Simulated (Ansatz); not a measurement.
# C₃H₉NSn: basis-set convergence

How large a basis does C₃H₉NSn need? Two functionals are run in growing sets.

Method: one geometry, several basis sets; program: Ansatz 0.2.0, Gaussian basis.

Levels to be run: PBE0-D4/def2-SVP; ωB97M-V/def2-SVP; PBE0-D4/def2-QZVPP; ωB97M-V/def2-QZVPP; the functionals' def2-TZVPP values are taken from earlier runs.

## Step 1: The relaxed structure

All runs share one geometry, relaxed beforehand with PBE0-D4 in a triple-zeta def2 set. Sn takes the def2 core potential; no spin-orbit term is included.

SMILES `C[CH](C)[Sn][NH2]`, 14 atoms, charge 0, spin multiplicity 1.

Atoms are counted from 1 here; the program's logs count them from 0.

Bond lengths: C1–C2 1.521 Å, C1–H6 1.095 Å, C1–H7 1.095 Å, C1–H8 1.098 Å, C2–C3 1.522 Å, C2–Sn4 2.221 Å, C2–H9 1.096 Å, C3–H10 1.098 Å, C3–H11 1.095 Å, C3–H12 1.095 Å, Sn4–N5 2.015 Å, N5–H13 1.008 Å, N5–H14 1.009 Å. Angles: C2–C1–H6 111.7°, C2–C1–H7 112.5°, C2–C1–H8 111.4°, H6–C1–H7 107.1°, H6–C1–H8 106.9°, H7–C1–H8 107.0°, C1–C2–C3 111.8°, C1–C2–Sn4 111.3°, C1–C2–H9 108.6°, C3–C2–Sn4 111.2°, C3–C2–H9 108.6°, Sn4–C2–H9 105.0°, C2–C3–H10 111.4°, C2–C3–H11 112.5°, C2–C3–H12 111.7°, H10–C3–H11 107.0°, H10–C3–H12 106.9°, H11–C3–H12 107.1° and more.

## Step 2: PBE0-D4 in def2-SVP

File in.yaml:

```yaml
crystal:
  periodic: [false, false, false]
  atoms:
    - {symbol: C, position_ang: [-0.694736, 0.021050, 1.354213]}
    - {symbol: C, position_ang: [0.108643, -0.835101, 0.386485]}
    - {symbol: C, position_ang: [1.493569, -0.256445, 0.136906]}
    - {symbol: Sn, position_ang: [-0.988038, -1.143428, -1.519764]}
    - {symbol: N, position_ang: [-1.003294, 0.817997, -1.978931]}
    - {symbol: H, position_ang: [-0.870662, 1.025727, 0.956433]}
    - {symbol: H, position_ang: [-1.674921, -0.410877, 1.580200]}
    - {symbol: H, position_ang: [-0.169376, 0.143439, 2.310634]}
    - {symbol: H, position_ang: [0.220053, -1.837949, 0.815272]}
    - {symbol: H, position_ang: [2.052602, -0.138466, 1.074608]}
    - {symbol: H, position_ang: [2.099262, -0.889468, -0.519513]}
    - {symbol: H, position_ang: [1.441279, 0.732535, -0.329704]}
    - {symbol: H, position_ang: [-1.423752, 1.184846, -2.817968]}
    - {symbol: H, position_ang: [-0.603530, 1.557041, -1.419972]}
basis:
  gaussian: {orbitals: def2-SVP}
hamiltonian: {xc: pbe0, dispersion: d4}
output: {orbitals: {seedname: orbitals}}
```

The run is started by

```
$ ansatz run in.yaml --threads 4 --pin off --events-out ev --progress --plain --max-ram 11315MiB
```

After this run come: ωB97M-V in def2-SVP; PBE0-D4 in def2-QZVPP; ωB97M-V in def2-QZVPP.

Q: Predict the results of all the runs planned. Wanted: PBE0-D4: double and triple zeta above quadruple; ωB97M-V: double and triple zeta above quadruple.

**Answer**, as computed:

```
                                       quantity          value
PBE0-D4: double and triple zeta above quadruple  5.97, 0.33 eV
ωB97M-V: double and triple zeta above quadruple  6.29, 0.33 eV
```

In words: For PBE0-D4 the step from double to triple zeta gains 5.64 eV and the next only 0.33 eV. These are total energies; as a rule much of such shifts cancels in differences, which this series doesn't test.
